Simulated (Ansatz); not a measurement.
Crystal: HPbNO4.

```
H Pb N O
1.0
     4.12040   -0.00081   -0.01120
     0.00404    6.42722    0.05360
     0.02791    3.20707    7.74994
H Pb N O
2 2 2 8
Direct
  0.90366 0.21821 0.48851
  0.40337 0.78177 0.51142
  0.39455 0.30863 0.70725
  0.89489 0.69135 0.29266
  0.63409 0.19990 0.20730
  0.13386 0.80012 0.79275
  0.90829 0.32866 0.54369
  0.53792 0.39076 0.19497
  0.53483 0.11279 0.10602
  0.83718 0.08887 0.32672
  0.40817 0.67132 0.45624
  0.03774 0.60924 0.80520
  0.03429 0.88737 0.89397
  0.33716 0.91101 0.67330
```

The cell was built by a generator and needn't be a form met in nature.

Base run:

- Program: Ansatz 0.2.0
- Functional: PBE
- Potentials or basis: Ansatz PAW
- Cutoff: 420 eV (not typed: the program's choice for these potentials)
- k mesh: 7 × 5 × 4
- Occupations: fermi-dirac, width 0.05 eV
- Spin: no spin polarisation

Its results: band gap on the k mesh 3.30 eV, indirect (least direct gap 3.39 eV); pressure 0.0 GPa; largest force 0.007 eV/Å.

**Question.** The run is repeated on the same cell with these changes: k mesh from 7 × 5 × 4 to 5 × 4 × 3; spin from no spin polarisation to spin-orbit coupling, no magnetisation; potential files from those of the base run to others of the same set. What comes out?

**Answer.** Band gap on the k mesh 3.21 eV, indirect (least direct gap 3.26 eV); pressure -0.1 GPa; largest force 0.061 eV/Å.

Several settings changed at once, so the effect can't be laid on one alone.

Caveats: odd divisions of the mesh miss points on the zone boundary, where band edges often lie, so the gap on the mesh can be too wide (some runs); spin-orbit coupling is left out, which as a rule narrows the gap of such compounds by several tenths of an eV (some runs).
